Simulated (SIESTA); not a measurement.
Runs of SIESTA 5.4.2 on Zn. The cell holds a slab with vacuum, 6 atoms: a = 2.617 Å, b = 2.619 Å, c = 27.159 Å, α = 90.00°, β = 90.00°, γ = 119.98°. The slab is cut from a database's or a generator's crystal, which needn't be the stable form of the element.

```tsv
level	gap on the mesh (eV)	largest force (eV/Å)
vdW-DF-C09	none	(a)
VV10	none	0.06
vdW-DF2	none	0.36
optB88-vdW	none	(b)
vdW-DF-cx	none	0.10
```

Alike in all rows: task band structure; potentials or basis PseudoDojo 0.4 standard (PBE files), DZP (energy shift 0.003 Ry; two zetas on semicore shells); no spin polarisation; cell as given; k mesh 12 × 12 × 1; smearing fermi-dirac 0.05 eV; grid cutoff 800 Ry; energy shift 0.003 Ry.

Estimate the missing entries.

(a) 0.15; (b) 0.07.

Caveats: the valence orbitals were made in a potential fitted to the semicore shell under them, which widens gaps by tenths of an eV or more; the potentials were made for another functional, which shifts forces and pressure; the basis of atomic orbitals isn't converged, which shifts pressures, moduli and gaps; the non-local part is tabulated coarsely and may be off by about a percent (some runs).

A gap of «none» marks a metal or a gap under the smearing width.

Runs at the PBE level aren't shown here.
